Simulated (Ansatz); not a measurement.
# C₃H₇FGeO: basis-set convergence

One table from this session's results is given with a row withheld; the runs are named, their logs left out.

Program: Ansatz 0.2.0, Gaussian basis. Level of theory: one geometry, several basis sets. These are calculated values, not measurements.

The runs, in order: PBE0-D4/def2-SVP; ωB97M-V/def2-SVP; PBE0-D4/def2-QZVPP; ωB97M-V/def2-QZVPP; the functionals' def2-TZVPP values are taken from earlier runs.

## The relaxed structure

All runs share one geometry, relaxed beforehand with PBE0-D4 in a triple-zeta def2 set.

SMILES `CC(C)[O][Ge][F]`, 13 atoms, charge 0, spin multiplicity 1.

Atoms are counted from 1 here; the program's logs count them from 0.

Bond lengths: C1–C2 1.515 Å, C1–H7 1.093 Å, C1–H8 1.093 Å, C1–H9 1.092 Å, C2–C3 1.515 Å, C2–O4 1.422 Å, C2–H10 1.103 Å, C3–H11 1.093 Å, C3–H12 1.093 Å, C3–H13 1.092 Å, O4–Ge5 1.773 Å, Ge5–F6 1.751 Å. Angles: C2–C1–H7 110.0°, C2–C1–H8 110.7°, C2–C1–H9 110.8°, H7–C1–H8 108.6°, H7–C1–H9 108.2°, H8–C1–H9 108.4°, C1–C2–C3 112.4°, C1–C2–O4 108.7°, C1–C2–H10 108.5°, C3–C2–O4 108.7°, C3–C2–H10 108.5°, O4–C2–H10 110.0°, C2–C3–H11 110.7°, C2–C3–H12 110.0°, C2–C3–H13 110.8°, H11–C3–H12 108.6°, H11–C3–H13 108.4°, H12–C3–H13 108.2° and more.

The first run:

Contents of in.yaml:

```yaml
crystal:
  periodic: [false, false, false]
  atoms:
    - {symbol: C, position_ang: [-0.831899, -1.039698, 0.701890]}
    - {symbol: C, position_ang: [0.224299, -0.059813, 0.234668]}
    - {symbol: C, position_ang: [1.004882, -0.576681, -0.956010]}
    - {symbol: O, position_ang: [-0.413562, 1.157102, -0.131778]}
    - {symbol: Ge, position_ang: [-0.039965, 2.684172, 0.687712]}
    - {symbol: F, position_ang: [-1.145550, 3.656992, -0.259880]}
    - {symbol: H, position_ang: [-1.554630, -1.218424, -0.097659]}
    - {symbol: H, position_ang: [-0.378228, -1.993278, 0.982196]}
    - {symbol: H, position_ang: [-1.370452, -0.646108, 1.566338]}
    - {symbol: H, position_ang: [0.928393, 0.119368, 1.064767]}
    - {symbol: H, position_ang: [1.499827, -1.520174, -0.714083]}
    - {symbol: H, position_ang: [0.331463, -0.741975, -1.800254]}
    - {symbol: H, position_ang: [1.765924, 0.143619, -1.263109]}
basis:
  gaussian: {orbitals: def2-SVP}
hamiltonian: {xc: pbe0, dispersion: d4}
output: {orbitals: {seedname: orbitals}}
```

Launch:

```console
ansatz run in.yaml --threads 8 --pin off --events-out ev --progress --plain --max-ram 18278MiB
```

Among the steps run: PBE0-D4 in def2-SVP; ωB97M-V in def2-SVP; PBE0-D4 in def2-QZVPP; ωB97M-V in def2-QZVPP.

One table of the session follows, with a row left open; its other results are not shown here.

It belongs to the step «Density functionals: the series». 

| functional | basis | HOMO (eV) | LUMO (eV) |
| --- | --- | --- | --- |
| PBE0-D4 | def2-SVP | -7.69 | -1.82 |
| PBE0-D4 | def2-TZVPP | -7.76 | -1.93 |
| PBE0-D4 | def2-QZVPP | -7.82 | -2.01 |
| ωB97M-V | def2-SVP | -9.93 | 0.20 |
| ωB97M-V | def2-TZVPP | -10.02 | 0.03 |
| ωB97M-V | def2-QZVPP | ? | ? |

Estimate the missing values for ωB97M-V, def2-QZVPP.

As computed: HOMO (eV): -10.08; LUMO (eV): -0.14. In the column «HOMO (eV)» it is the lowest.
